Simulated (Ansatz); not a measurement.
# CsLiCr2Te2S3 (Cm) in Ansatz: band structure with r2SCAN

Aim: the band structure of CsLiCr2Te2S3 with r2SCAN.

All numbers are computed with Ansatz 0.2.0; they aren't measurements. Logs are shortened: lines on timing, memory, paths and dates and some standing lists are left out, and cuts for length are marked.

### 1 Starting point

Symmetry: Cm, No. 8, monoclinic system. Conventional cell: a = 6.843 Å, b = 10.361 Å, c = 7.978 Å, α = 90.00°, β = 111.21°, γ = 90.00°. Around Cs (site symmetry m) lie 5 S at 3.58 to 3.92 Å and 1 Li at 4.01 Å. Around Li (site symmetry m) lie 3 S at 2.42 to 2.56 Å. Cr (site symmetry 1) has 3 S at 2.20 to 2.25 Å and 1 Te at 2.51 Å as nearest neighbours. Te (site symmetry 1) has 1 Cr at 2.51 Å as nearest neighbours. S (site symmetry 1) has 2 Cr at 2.24 to 2.25 Å and 1 Li at 2.56 Å as nearest neighbours. Around S (site symmetry m) lie 2 Cr at 2.20 Å and 1 Li at 2.42 Å.

The cell was built by a generator and needn't be a form met in nature.

### 2 Band structure, r2SCAN, collinear spin, ferromagnetic start

input.yaml

```yaml
crystal:
  lattice:
    - [3.42162, -5.18069, 0.00784]
    - [3.42162, 5.18069, 0.00784]
    - [-2.90411, 0.0, 7.43093]
  atoms:
    - { symbol: Cs, position: [0.09374, 0.09374, 0.00853] }
    - { symbol: Li, position: [0.58875, 0.58875, 0.55336] }
    - { symbol: Cr, position: [0.05646, 0.46755, 0.5579], spin: 3.0 }
    - { symbol: Cr, position: [0.46755, 0.05646, 0.5579], spin: 3.0 }
    - { symbol: Te, position: [0.56486, 0.87357, 0.29035] }
    - { symbol: Te, position: [0.87357, 0.56486, 0.29035] }
    - { symbol: S, position: [0.81151, 0.39697, 0.73347] }
    - { symbol: S, position: [0.39697, 0.81151, 0.73347] }
    - { symbol: S, position: [0.21404, 0.21404, 0.48371] }
hamiltonian:
  xc: r2scan
  pseudopotentials: { kind: paw }
magnetization:
  spin_polarized: true
kpoints:
  mp_grid: { grid: [5, 5, 4] }
  band_path:
    path:
      - [[0.0, 0.0, 0.0], [-0.3590512451, -0.3590512451, 0.0920144226], [-0.4106706465, -0.4106706465, 0.4246263637], [-0.3074318437, -0.3074318437, 0.7594024814], [0.0, 0.0, 0.5], [-0.5, 0.5, 0.5], [-0.5893293535, 0.4106706465, 0.5753736363]]
      - [[-0.6925681563, 0.3074318437, 0.2405975186], [-0.6409487549, 0.3590512451, -0.0920144226], [-0.5, 0.5, 0.0], [0.0, 0.0, 0.0], [-0.5, 0.0, 0.0]]
      - [[-0.5, 0.0, 0.5], [0.0, 0.0, 0.0]]
    npoints: 10
scf:
  occupations: { method: fermi_dirac, width: 0.05 }
  n_extra_bands: 22
output:
  forces: true
  stress: true
  eigenvalues: true
  fatbands: false
  write_density: true
  write_potential: true
  elf: true
  volumetric_format: npy
```

Potentials or basis: Ansatz PAW.

The run is started by

```bash
$ ansatz run input.yaml --threads 8 --pin off --max-ram 20480MiB --backend cpu --events-out ev --progress --plain --runs-dir out
```

What it wrote:

```text
Warning: RAYON_NUM_THREADS=8 ignored (pool sized by the plan → 8); use --threads N
scf.n_extra_bands = 22 over 45 filled bands (N_el = 90.0): the run solves 67 bands
Engine: ansatz 0.2.0, x86_64-unknown-linux-gnu
Pseudopotentials: kind: paw
Pseudopotential: Cs, paw, valence charge 9, recommended cutoff 500 eV (meta_gga), Cs.paw.azcp
Pseudopotential: Li, paw, valence charge 3, recommended cutoff 500 eV (meta_gga), Li.paw.azcp
Pseudopotential: Cr, paw, valence charge 14, recommended cutoff 500 eV (meta_gga), Cr.paw.azcp
Pseudopotential: Te, paw, valence charge 16, recommended cutoff 500 eV (meta_gga), Te.paw.azcp
Pseudopotential: S, paw, valence charge 6, recommended cutoff 500 eV (meta_gga), S.paw.azcp
Functional definition: r2SCAN
  parameter k0 = 0.174
  parameter k1 = 0.065
  parameter a1 = 4.9479
  exchange = r2scan_x(k0 = k0, k1 = k1, a1 = a1)
  correlation = r2scan_c
Crystal: 9 atoms, lattice volume = 263.682 Å³
Basis set: ecut = 500 eV, 6719 PW (Γ), exchange–correlation on 192×192×240 points (64 copies of the dense FFT grid, shifted against one another)
Bands: 67, of which v1, the nominal top of the filled ones, is band 45 counted from 1 (44 counted from 0)
Symmetry: 2 space group operations
Space group: Cm (ITA 8), of the structure as read, at distance tolerance 6.4e-5 Å
Magnetic group: BNS 8.32 (UNI 39), of the structure as read, at distance tolerance 6.4e-5 Å
k-points: 33 of 100 (time reversal used)
Non-local potential: Cs, projectors of the file, l = 0: 3, l = 1: 2, l = 2: 2, l = 3: 2
Non-local potential: Li, projectors of the file, l = 0: 3, l = 1: 2, l = 2: 1
Non-local potential: Cr, projectors of the file, l = 0: 3, l = 1: 2, l = 2: 3, l = 3: 1
Non-local potential: Te, projectors of the file, l = 0: 2, l = 1: 2, l = 2: 2, l = 3: 2
Non-local potential: S, projectors of the file, l = 0: 2, l = 1: 2, l = 2: 2
PAW form: soft (Blöchl's): semilocal exchange-correlation on the pseudo side does not see the compensation charge
[... 52 lines left out ...]
Internal energy: -29370.277237 eV  (E = F + TS)
E sigma→0 (E₀):  -29370.290291 eV
Entropy (-TS):   -0.026109 eV (-2.901 meV/atom)
Fermi energy:    5.441940 eV
--- Per-component energies (eV) ---
  E_band       = -1492.858152
  E_kinetic    = 1528.550877
  E_local      = -10169.767805  (includes V_loc(G=0)·N_el)
  E_nonlocal   = -374.411194
  E_hartree    = 4927.133709
  E_xc         = -950.858547
  E_vxc        = -1055.879207  (∫ρ·V_xc dr)
  E_paw        = -18727.350159  (= ΣΔE_a)
  E_vpaw       = -1335.892178  (= ΣTr[D̂ρ^β])
  E_aug_tail   = 0.000271  (compensation charges beyond the density's cutoff)
  E_vtau       = 60.275194  (kinetic-family band-sum trace: ∫τ·v_τ [+ j·A + Jᵃ·Aᵃ] dr)
  E_ewald      = -5603.320025
  E_core_change = -0.254365  (= ΣΔE_core)
  E_smearing   = -0.026109  (= −TS)
  E_closure    = -0.000000  (closes the sum)
  Σ components = -29370.303345   (vs F -29370.303345, Δ=0.00e0)
--- Forces (eV/Å), atoms counted from 1 ---
  atom   1  Cs    -0.00810082     0.00000000    -0.00880105
  atom   2  Li    -0.00536238     0.00000000     0.03798338
  atom   3  Cr    -0.02214778    -0.05460720     0.03891859
  atom   4  Cr    -0.02214778     0.05460720     0.03891859
  atom   5  Te    -0.02879744    -0.03743342    -0.14378770
  atom   6  Te    -0.02879744     0.03743342    -0.14378770
  atom   7  S      0.02279500     0.05411838     0.10727201
  atom   8  S      0.02279500    -0.05411838     0.10727201
  atom   9  S      0.06978125     0.00000000    -0.03404381
  max |Σ_I F_I| component: 5.57e-5 eV/Å
--- Stress (GPa, compression-positive) ---
        0.312512      -0.000000       0.065897
       -0.000000       0.568640       0.000000
        0.065890       0.000000       0.129752
  P = ⅓ Tr σ = 0.3370 GPa (3.370 kbar)
--- Band table (eV; the first three rows and the last of 66) ---
  k-point 0 ↑: bands = ["-70.6461", "-70.6452", "-41.9317", "-40.8626", "-40.8624", "-40.8366", "-40.8233", "-40.7729", "-40.7714", "-31.6704", "-31.6522", "-31.6458", "-31.6374", "-31.6357", "-31.6280", "-31.5913", "-31.5895", "-31.5835", "-31.5823", "-16.8752", "-8.2272", "-7.4974", "-7.3734", "-5.7225", "-4.3497", "-3.3688", "-3.3401", "-3.3347", "0.0908", "0.7931", "0.9993", "1.1554", "1.5347", "1.8197", "1.9323", "2.0479", "2.1150", "2.9737", "3.0014", "3.1736", "3.3209", "3.4674", "3.9753", "4.0740", "4.3959", "4.9021", "5.0463", "5.2408", "5.8202", "6.3798", "6.6765", "7.3204", "7.6744", "8.9498", "9.9287", "10.3911", "10.7773", "11.0857", "11.3807", "11.5777", "12.2279", "12.5505", "12.8027", "13.1819", "13.6011", "13.6341", "13.7680"]
  k-point 1 ↑: bands = ["-70.6461", "-70.6452", "-41.9317", "-40.8626", "-40.8624", "-40.8366", "-40.8233", "-40.7729", "-40.7714", "-31.6704", "-31.6522", "-31.6458", "-31.6374", "-31.6357", "-31.6280", "-31.5913", "-31.5895", "-31.5835", "-31.5823", "-16.8752", "-8.2303", "-7.4924", "-7.3736", "-5.7302", "-4.3515", "-3.3698", "-3.3338", "-3.3330", "0.0983", "0.8096", "1.0941", "1.1572", "1.5326", "1.8156", "1.9138", "2.0438", "2.1013", "2.8689", "3.0036", "3.2325", "3.3305", "3.4028", "3.9835", "4.0559", "4.3848", "4.9548", "5.0513", "5.2357", "5.7577", "6.3341", "6.4442", "7.3147", "7.6613", "9.3208", "9.8511", "10.5480", "10.7176", "11.2401", "11.7829", "11.8288", "12.1216", "12.5021", "12.8556", "13.1649", "13.1962", "13.5262", "13.9703"]
  k-point 2 ↑: bands = ["-70.6461", "-70.6452", "-41.9317", "-40.8626", "-40.8624", "-40.8366", "-40.8233", "-40.7729", "-40.7714", "-31.6704", "-31.6522", "-31.6458", "-31.6374", "-31.6357", "-31.6280", "-31.5913", "-31.5895", "-31.5835", "-31.5823", "-16.8751", "-8.2333", "-7.4874", "-7.3737", "-5.7380", "-4.3534", "-3.3699", "-3.3313", "-3.3283", "0.1058", "0.8245", "1.1594", "1.2146", "1.5178", "1.8101", "1.8981", "1.9669", "2.1593", "2.7771", "3.0114", "3.2722", "3.3317", "3.3421", "3.9891", "4.0345", "4.3723", "5.0068", "5.0518", "5.2283", "5.7110", "6.2559", "6.2758", "7.3096", "7.6474", "9.5192", "10.1517", "10.7467", "10.8507", "10.9447", "11.8202", "11.9059", "12.3135", "12.5409", "12.8845", "13.0873", "13.2930", "13.4245", "13.8844"]
  k-point 32 ↓: bands = ["-67.2202", "-67.2193", "-41.9296", "-37.4234", "-37.4190", "-37.3765", "-37.3738", "-37.3708", "-37.3569", "-31.7448", "-31.7232", "-31.7151", "-31.7119", "-31.7109", "-31.6996", "-31.6464", "-31.6458", "-31.6415", "-31.6409", "-16.8780", "-8.0858", "-7.8443", "-7.5402", "-5.9275", "-5.3873", "-3.3920", "-3.3495", "-3.3005", "0.7456", "1.0549", "1.3607", "1.5939", "1.9475", "2.1171", "2.2869", "2.5029", "2.6297", "2.9038", "2.9841", "3.3552", "4.0609", "4.8958", "5.2523", "6.8977", "7.0293", "7.1929", "7.3371", "7.6914", "7.7981", "8.0609", "8.2651", "8.3482", "8.7628", "10.3264", "10.3982", "10.8286", "11.1957", "11.4006", "11.4598", "11.7630", "11.9679", "12.3532", "12.6198", "13.0289", "13.2477", "13.3863", "13.3925"]
```

bands.tsv:

```text
[... 137 lines left out ...]
```

Run time: 83 s. Hardware: 8 threads of AMD EPYC 7B13 (Zen 3), shared host; peak memory 3.4 GiB.

What came out:

- Free energy: -29370.3033 eV
- Pressure: 0.3 GPa
- Largest force: 0.151 eV/Å
- Band gap on the k mesh: none (metal or under the smearing width)
- Net moment: 4.05 μB per cell
- Absolute moment: 7.03 μB per cell
- Site moments: Cs -0.00; Li -0.00; Cr +2.33; Te -0.23; S -0.10 μB

Forces in eV/Å, atoms in the order of the input:
```
Cs  -0.008  0.000 -0.009
Li  -0.005  0.000  0.038
Cr  -0.022 -0.055  0.039
Cr  -0.022  0.055  0.039
Te  -0.029 -0.037 -0.144
Te  -0.029  0.037 -0.144
S    0.023  0.054  0.107
S    0.023 -0.054  0.107
S    0.070  0.000 -0.034
```

Stress tensor (GPa, compression positive):
```
0.31 0.00 0.07
0.00 0.57 0.00
0.07 0.00 0.13
```

Levels at the corners of the path, in eV from the Fermi level:
Spin up:
| point | band 43 | band 44 | band 45 | band 46 | band 47 | band 48 | band 49 | band 50 | band 51 | band 52 |
| --- | --- | --- | --- | --- | --- | --- | --- | --- | --- | --- |
| Γ | -1.47 | -1.37 | -1.05 | -0.54 | -0.40 | -0.20 | 0.38 | 0.94 | 1.23 | 1.88 |
| Y | -1.37 | -1.28 | -0.51 | -0.50 | -0.10 | 0.34 | 0.79 | 0.95 | 1.12 | 1.43 |
| F | -1.36 | -1.11 | -0.49 | -0.38 | -0.04 | 0.30 | 0.67 | 0.76 | 0.93 | 1.42 |
| H | -1.61 | -1.26 | -0.65 | -0.52 | -0.13 | 0.23 | 0.87 | 0.91 | 1.06 | 1.41 |
| Z | -1.45 | -1.41 | -1.07 | -0.44 | -0.39 | -0.21 | 0.27 | 0.81 | 0.83 | 1.87 |
| I | -1.36 | -0.82 | -0.51 | -0.51 | -0.02 | 0.36 | 0.65 | 0.85 | 0.87 | 1.31 |
| F1 | -1.36 | -1.11 | -0.49 | -0.38 | -0.04 | 0.30 | 0.67 | 0.76 | 0.93 | 1.42 |
| H1 | -1.61 | -1.26 | -0.65 | -0.52 | -0.13 | 0.23 | 0.87 | 0.91 | 1.06 | 1.41 |
| Y1 | -1.37 | -1.28 | -0.51 | -0.50 | -0.10 | 0.34 | 0.79 | 0.95 | 1.12 | 1.43 |
| X | -1.31 | -0.87 | -0.64 | -0.53 | -0.13 | 0.64 | 0.68 | 0.99 | 1.16 | 1.30 |
| Γ | -1.47 | -1.37 | -1.05 | -0.54 | -0.40 | -0.20 | 0.38 | 0.94 | 1.23 | 1.88 |
| N | -1.55 | -1.34 | -0.88 | -0.35 | -0.01 | 0.36 | 0.52 | 0.88 | 1.14 | 1.38 |
| M | -1.43 | -1.30 | -1.00 | -0.39 | -0.11 | 0.23 | 0.58 | 0.96 | 1.11 | 1.27 |
| Γ | -1.47 | -1.37 | -1.05 | -0.54 | -0.40 | -0.20 | 0.38 | 0.94 | 1.23 | 1.88 |
Spin down:
| point | band 40 | band 41 | band 42 | band 43 | band 44 | band 45 | band 46 | band 47 |
| --- | --- | --- | --- | --- | --- | --- | --- | --- |
| Γ | -1.98 | -1.72 | -0.59 | -0.59 | 1.35 | 1.46 | 1.80 | 1.88 |
| Y | -1.84 | -1.39 | -1.04 | -0.08 | 1.38 | 1.60 | 1.84 | 1.94 |
| F | -2.06 | -1.36 | -0.82 | -0.09 | 1.48 | 1.60 | 1.82 | 2.02 |
| H | -1.78 | -1.35 | -1.25 | -0.15 | 1.40 | 1.60 | 1.82 | 1.86 |
| Z | -2.19 | -1.69 | -0.64 | -0.56 | 1.37 | 1.46 | 1.81 | 1.99 |
| I | -2.08 | -1.31 | -0.64 | -0.13 | 1.54 | 1.57 | 1.83 | 1.84 |
| F1 | -2.06 | -1.36 | -0.82 | -0.09 | 1.48 | 1.60 | 1.82 | 2.02 |
| H1 | -1.78 | -1.35 | -1.25 | -0.15 | 1.40 | 1.60 | 1.82 | 1.86 |
| Y1 | -1.84 | -1.39 | -1.04 | -0.08 | 1.38 | 1.60 | 1.84 | 1.94 |
| X | -1.80 | -1.39 | -0.66 | -0.18 | 1.52 | 1.58 | 1.88 | 1.95 |
| Γ | -1.98 | -1.72 | -0.59 | -0.59 | 1.35 | 1.46 | 1.80 | 1.88 |
| N | -1.71 | -1.43 | -1.02 | -0.13 | 1.37 | 1.43 | 1.77 | 1.90 |
| M | -1.80 | -1.46 | -1.03 | -0.24 | 1.38 | 1.42 | 1.80 | 1.92 |
| Γ | -1.98 | -1.72 | -0.59 | -0.59 | 1.35 | 1.46 | 1.80 | 1.88 |

Caveat: the magnetic or orbital state may not be the lowest; spin-orbit coupling is left out, which moves the levels of the heavy elements; only a ferromagnetic start was run, and an antiferromagnetic order may lie lower in energy; the PAW data sets come from PBE, with cores solved anew for the run's functional, which leaves a small shift of forces and pressure.
